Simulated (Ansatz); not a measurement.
# BaSr (P-6m2) in Ansatz: convergence with ecutrho ratio

Aim: find how far ecutrho ratio must go before the results for BaSr settle, at r2SCAN. This setting moves, with any that are tied to it; all else stays.

All numbers are computed with Ansatz 0.2.0; they aren't measurements. Logs are shortened: lines on timing, memory, paths and dates and some standing lists are left out, and cuts for length are marked.

## Step 1: The structure

It takes space group P-6m2 (No. 187, hexagonal). The conventional cell has a = 3.972 Å, b = 3.972 Å, c = 5.293 Å, α = 90.00°, β = 90.00°, γ = 120.00°. Around Ba (site symmetry -6m2) lie 6 Sr at 3.50 Å and 6 Ba at 3.97 Å. Sr (site symmetry -6m2) has 6 Ba at 3.50 Å and 6 Sr at 3.97 Å as nearest neighbours.

The cell was built by a generator and needn't be a form met in nature.

## Step 2: With ecutrho ratio 4

File input.yaml:

```yaml
crystal:
  lattice:
    - [3.97178843, 0.0, 0.0]
    - [-1.98589421, 3.43966968, 0.0]
    - [0.0, 0.0, 5.29317088]
  atoms:
    - { symbol: Ba, position: [0.66666667, 0.33333333, 0.5] }
    - { symbol: Sr, position: [0.0, 0.0, 0.0] }
hamiltonian:
  xc: r2scan
  pseudopotentials: { kind: paw }
kpoints:
  mp_grid: { grid: [7, 7, 4] }
scf:
  occupations: { method: gaussian, width: 0.05 }
output:
  forces: true
  stress: true
  eigenvalues: true
basis:
  ecutrho_ratio: 4
```

Potentials or basis: Ansatz PAW.

Command:

```sh
> ansatz run input.yaml --threads 2 --pin off --max-ram 5632MiB --backend cpu --events-out ev --progress --plain --runs-dir out
```

Wall time 3.6 s (2 threads of Arm Neoverse V2, shared host); peak memory 0.47 GiB.

Results:

| Item | Value |
| --- | --- |
| Free energy | -9518.3143 eV |
| Pressure | 8.5 GPa |
| Band gap on the k mesh | none (metal or under the smearing width) |

## Step 3: With ecutrho ratio 5

Edit input.yaml of step 2 so:

```diff
@@ -20,2 +20,2 @@
 basis:
-  ecutrho_ratio: 4
+  ecutrho_ratio: 5
```

Potentials or basis: Ansatz PAW.

Command:

```sh
> ansatz run input.yaml --threads 2 --pin off --max-ram 5632MiB --backend cpu --events-out ev --progress --plain --runs-dir out
```

It took 3.9 s on 2 threads of Arm Neoverse V2, shared host; peak memory 0.57 GiB.

What came out:

* Free energy: -9518.3143 eV
* Pressure: 8.5 GPa
* Band gap on the k mesh: none (metal or under the smearing width)

## Step 4: With ecutrho ratio 6

Edit input.yaml of step 3 so:

```diff
@@ -20,2 +20,2 @@
 basis:
-  ecutrho_ratio: 5
+  ecutrho_ratio: 6
```

Command:

```sh
> ansatz run input.yaml --threads 2 --pin off --max-ram 5632MiB --backend cpu --events-out ev --progress --plain --runs-dir out
```

Wall time 3.9 s (2 threads of Arm Neoverse V2, shared host); peak memory 0.6 GiB.

Results:

```
Free energy            : -9518.3143 eV
Pressure               : 8.5 GPa
Band gap on the k mesh : none (metal or under the smearing width)
```

## Step 5: With ecutrho ratio 8

Edit input.yaml of step 4 so:

```diff
@@ -20,2 +20,2 @@
 basis:
-  ecutrho_ratio: 6
+  ecutrho_ratio: 8
```

Command:

```sh
> ansatz run input.yaml --threads 2 --pin off --max-ram 5632MiB --backend cpu --events-out ev --progress --plain --runs-dir out
```

It took 4.7 s on 2 threads of Arm Neoverse V2, shared host; peak memory 0.88 GiB.

Results (log left out):

* Free energy: -9518.3143 eV
* Pressure: 8.5 GPa
* Band gap on the k mesh: none (metal or under the smearing width)

## Step 6: With ecutrho ratio 10

Edit input.yaml of step 5 so:

```diff
@@ -20,2 +20,2 @@
 basis:
-  ecutrho_ratio: 8
+  ecutrho_ratio: 10
```

Potentials or basis: Ansatz PAW.

Command:

```sh
> ansatz run input.yaml --threads 2 --pin off --max-ram 5632MiB --backend cpu --events-out ev --progress --plain --runs-dir out
```

Run time: 5.1 s. Hardware: 2 threads of Arm Neoverse V2, shared host; peak memory 0.99 GiB.

It converged, with:

```
Free energy            : -9518.3143 eV
Pressure               : 8.5 GPa
Band gap on the k mesh : none (metal or under the smearing width)
```

## Step 7: With ecutrho ratio 12

Edit input.yaml of step 6 so:

```diff
@@ -20,2 +20,2 @@
 basis:
-  ecutrho_ratio: 10
+  ecutrho_ratio: 12
```

Potentials or basis: Ansatz PAW.

Command:

```sh
> ansatz run input.yaml --threads 2 --pin off --max-ram 5632MiB --backend cpu --events-out ev --progress --plain --runs-dir out
```

Log:

```text
Warning: RAYON_NUM_THREADS=2 ignored (pool sized by the plan → 2); use --threads N
Engine: ansatz 0.2.0, aarch64-unknown-linux-gnu
Pseudopotentials: kind: paw
Pseudopotential: Ba, paw, valence charge 10, recommended cutoff 500 eV (meta_gga), Ba.paw.azcp
Pseudopotential: Sr, paw, valence charge 10, recommended cutoff 500 eV (meta_gga), Sr.paw.azcp
Functional definition: r2SCAN
  parameter k0 = 0.174
  parameter k1 = 0.065
  parameter a1 = 4.9479
  exchange = r2scan_x(k0 = k0, k1 = k1, a1 = a1)
  correlation = r2scan_c
Crystal: 2 atoms, lattice volume = 72.313 Å³
Basis set: ecut = 500 eV, 1825 PW (Γ), exchange–correlation on 216×216×288 points (64 copies of the dense FFT grid, shifted against one another)
Bands: 14, of which v1, the nominal top of the filled ones, is band 10 counted from 1 (9 counted from 0)
Symmetry: 12 space group operations
Space group: P-6m2 (ITA 187), of the structure as read, at distance tolerance 4.2e-5 Å
k-points: 24 of 196 (time reversal used)
Non-local potential: Ba, projectors of the file, l = 0: 3, l = 1: 2, l = 2: 2, l = 3: 2
Non-local potential: Sr, projectors of the file, l = 0: 3, l = 1: 2, l = 2: 2
PAW form: soft (Blöchl's): semilocal exchange-correlation on the pseudo side does not see the compensation charge
PAW frozen core: Ba, regenerated for the run's functional (the file was generated under x = pbe(κ = 0.804, μ = 0.2195149727645171), c = pbe(β = 0.06672455060314922))
PAW frozen core: Sr, regenerated for the run's functional (the file was generated under x = pbe(κ = 0.804, μ = 0.2195149727645171), c = pbe(β = 0.06672455060314922))
PAW one-centre angular grid: Ba, 302 points (default); XC on 160 Gauss nodes
PAW one-centre angular grid: Sr, 302 points (default); XC on 160 Gauss nodes
Initial density: superposition of atomic densities (neutral atoms: chi_scale 0, normalization atom), corrected by the library's trained network
Initial wavefunctions: pseudopotential atomic-orbital guess
Functional: x = r2scan, c = r2scan; τ floored in thin density (d = 2e-4 eV/Å³)
SCF iter   1: F=—  HF=-9518.135434 eV  |F-HF|=—  |Δ(HF+E_count)|=         —  Δρ=4.95e-3  dr2=3.85e-2  dr2_τ=9.06e-3  ethr=1.77e-3  ⟨swp⟩=8.0  Hψ=2545  notcnv=0
preconditioner: auto → Resta (q_TF=auto, 2.202 Å⁻¹)  ε∞=12.6  [insulator: Δε(μ)=0.083 eV  Ē_g=2.563 eV  σ=0.050 eV  W_gap=0.68  n_scr=20 (ndim 8)  ℏωp=8.7 eV  f_vac=0.000  D(μ)=2.86/eV (n_scr^D=22)  ε∞_Penn≈12.6]
SCF iter   2: F=—  HF=-9518.312205 eV  |F-HF|=—  |Δ(HF+E_count)|=   1.77e-1  Δρ=3.32e-3  dr2=1.26e-2  dr2_τ=3.63e-4  ethr=1.93e-4  ⟨swp⟩=2.9  Hψ=891  notcnv=0  defer=1
SCF iter   3: F=—  HF=-9518.313655 eV  |F-HF|=—  |Δ(HF+E_count)|=   1.45e-3  Δρ=8.76e-4  dr2=1.35e-3  dr2_τ=5.83e-5  ethr=6.28e-5  ⟨swp⟩=3.0  Hψ=646  notcnv=0  defer=1
SCF iter   4: F=—  HF=-9518.314217 eV  |F-HF|=—  |Δ(HF+E_count)|=   5.62e-4  Δρ=2.84e-4  dr2=7.71e-5  dr2_τ=4.11e-6  ethr=6.77e-6  ⟨swp⟩=3.0  Hψ=572  notcnv=0  defer=1
SCF iter   5: F=—  HF=-9518.314283 eV  |F-HF|=—  |Δ(HF+E_count)|=   6.60e-5  Δρ=9.23e-5  dr2=9.35e-6  dr2_τ=1.39e-7  ethr=3.86e-7  ⟨swp⟩=2.0  Hψ=450  notcnv=0  defer=1
SCF iter   6: F=—  HF=-9518.314289 eV  |F-HF|=—  |Δ(HF+E_count)|=   6.66e-6  Δρ=2.09e-5  dr2=4.96e-7  dr2_τ=2.50e-8  ethr=4.68e-8  ⟨swp⟩=2.5  Hψ=540  notcnv=0  defer=1
SCF iter   7: F=-9518.314290 eV  HF=-9518.314290 eV  |F-HF|=8.25e-9  |Δ(HF+E_count)|=   2.09e-7  Δρ=4.23e-6  dr2=2.06e-8  dr2_τ=1.41e-9  ethr=5.00e-10  ⟨swp⟩=8.1  Hψ=1998  notcnv=0
SCF 1 converged in 7 iterations: F = -9518.314290 eV  dr2 = 2.06e-8
SCF converged after 7 iterations
Free energy (F): -9518.314290 eV
Harris-Foulkes:  -9518.314290 eV  (|F-HF|=8.25e-9)
Internal energy: -9518.310840 eV  (E = F + TS)
E sigma→0 (E₀):  -9518.312565 eV
Entropy (-TS):   -0.003450 eV (-1.725 meV/atom)
Fermi energy:    9.989213 eV
--- Per-component energies (eV) ---
  E_band       = -133.863400
  E_kinetic    = 418.538259
  E_local      = -885.368958  (includes V_loc(G=0)·N_el)
  E_nonlocal   = 258.901307
  E_hartree    = 230.173555
  E_xc         = -320.733971
  E_vxc        = -325.685030  (∫ρ·V_xc dr)
  E_paw        = -7967.784315  (= ΣΔE_a)
  E_vpaw       = -77.263180  (= ΣTr[D̂ρ^β])
  E_aug_tail   = -0.000000  (compensation charges beyond the density's cutoff)
  E_vtau       = 16.667737  (kinetic-family band-sum trace: ∫τ·v_τ [+ j·A + Jᵃ·Aᵃ] dr)
  E_ewald      = -1251.961096
  E_core_change = -0.075621  (= ΣΔE_core)
  E_smearing   = -0.003450  (= −TS)
  E_closure    = -0.000000  (closes the sum)
  Σ components = -9518.314290   (vs F -9518.314290, Δ=0.00e0)
--- Forces (eV/Å), atoms counted from 1 ---
  atom   1  Ba    -0.00000000     0.00000000     0.00000000
  atom   2  Sr     0.00000000     0.00000000     0.00000000
  max |Σ_I F_I| component: 1.67e-16 eV/Å
--- Stress (GPa, compression-positive) ---
        7.643858      -0.000000       0.000000
       -0.000000       7.643858       0.000000
        0.000000       0.000000      10.318361
  P = ⅓ Tr σ = 8.5354 GPa (85.354 kbar)
--- Band table (eV; the first three rows and the last of 24) ---
  k-point 0: bands = ["-27.2991", "-19.2057", "-9.0341", "-8.5563", "-8.5563", "-4.1711", "-3.5390", "-3.5390", "6.5872", "8.5157", "12.0810", "12.0810", "13.0371", "13.0371"]
  k-point 1: bands = ["-27.2983", "-19.2118", "-8.9732", "-8.5537", "-8.5537", "-4.3213", "-3.5442", "-3.5442", "7.2204", "8.7374", "11.6946", "11.6946", "12.6251", "12.6251"]
  k-point 2: bands = ["-27.2974", "-19.2179", "-8.9097", "-8.5510", "-8.5510", "-4.4701", "-3.5493", "-3.5493", "8.3092", "8.6759", "11.7216", "11.7216", "11.9058", "11.9058"]
  k-point 23: bands = ["-27.2649", "-19.0654", "-8.9485", "-8.8851", "-8.7599", "-4.3763", "-4.1215", "-4.1161", "9.3318", "10.4985", "10.5404", "11.3247", "11.5785", "11.9229"]
```

Wall time 6 s (2 threads of Arm Neoverse V2, shared host); peak memory 1.3 GiB.

Results:

```yaml
Free_energy: -9518.3143 eV
Pressure: 8.5 GPa
Band_gap_on_the_k_mesh: none (metal or under the smearing width)
```

## Step 8: Summary

| ecutrho ratio | energy less the tightest run, at zero smearing (meV/atom) | SCF cycles | CPU time (s) | peak memory (GiB) |
| --- | --- | --- | --- | --- |
| 4 | 0.00 | 7 | 7 | 0.47 |
| 5 | 0.00 | 7 | 7.6 | 0.57 |
| 6 | 0.00 | 7 | 7.6 | 0.6 |
| 8 | 0.00 | 7 | 9.2 | 0.88 |
| 10 | 0.00 | 7 | 10 | 0.99 |
| 12 | 0.00 | 7 | 12 | 1.3 |

Against the tightest run, the energy stays within 1 meV/atom from 4 on. The tightest run that finished is the yardstick and may itself not be fully converged.

Caveats: the PAW data sets come from PBE, with cores solved anew for the run's functional, which leaves a small shift of forces and pressure.
